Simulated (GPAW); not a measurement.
Ti3Se: single point with PBEsol

The system is Ti3Se.

```xyz
4
Lattice="3.1974 0.0000 0.0000 -1.5987 2.7691 0.0000 0.0000 0.0000 7.9427" Properties=species:S:1:pos:R:3 pbc="T T T"
Se   -0.0140    0.0179    0.0289
Ti    1.5377    0.9292    3.9434
Ti   -0.0048    1.8907    6.1834
Ti   -0.0237    1.8698    1.7770
```

The cell comes from a database or a generator and needn't be the stable form of this composition.

The cell isn't the ideal one: atoms moved at random, drawn with an rms of 0.05 Å.

```yaml
Program: GPAW 26.7.0
Task: single point
Functional: PBEsol
Potentials_or_basis: PAW data sets generated in the run's folder for this functional
Cutoff: 600 eV
Basis: pw
k_mesh: 10 × 10 × 4
Occupations: fermi-dirac, width 0.05 eV
Spin: no spin polarisation
Maxiter: 150
```

```json
{"Pressure": "-4.1 GPa", "Largest force": "0.391 eV/Å", "Band gap on the k mesh": "none (metal or under the smearing width)"}
```

Forces on the atoms (eV/Å):
```
Se  -0.001  0.120 -0.252
Ti   0.098  0.060  0.303
Ti  -0.105 -0.148 -0.347
Ti   0.007 -0.032  0.295
```

Stress tensor (GPa, compression positive):
```
-4.18 -0.44  0.23
-0.44 -4.02  0.20
 0.23  0.20 -3.99
```

Levels at points of the mesh, in eV from the Fermi level:
```
           k point  band 19  band 20  band 21  band 22  band 23  band 24
(0.00, 0.00, 0.00)    -0.07     0.18     0.18     0.32     0.32     0.78
(0.00, 0.00, 0.50)    -0.51     0.41     0.41     0.44     0.57     0.61
(0.00, 0.50, 0.00)    -1.55    -0.62    -0.45     0.25     0.64     0.77
(0.00, 0.50, 0.50)    -1.46    -0.91    -0.85     0.50     0.91     0.98
(0.50, 0.00, 0.00)    -1.57    -0.68    -0.51     0.21     0.78     0.86
(0.50, 0.00, 0.50)    -1.51    -0.94    -0.89     0.63     0.87     1.01
(0.50, 0.50, 0.00)    -1.55    -0.62    -0.45     0.25     0.66     0.77
(0.50, 0.50, 0.50)    -1.48    -0.91    -0.85     0.51     0.91     0.99
```

It took 5.5 min on 1 thread of Arm Neoverse V2 (shared host), peak memory 0.57 GiB.
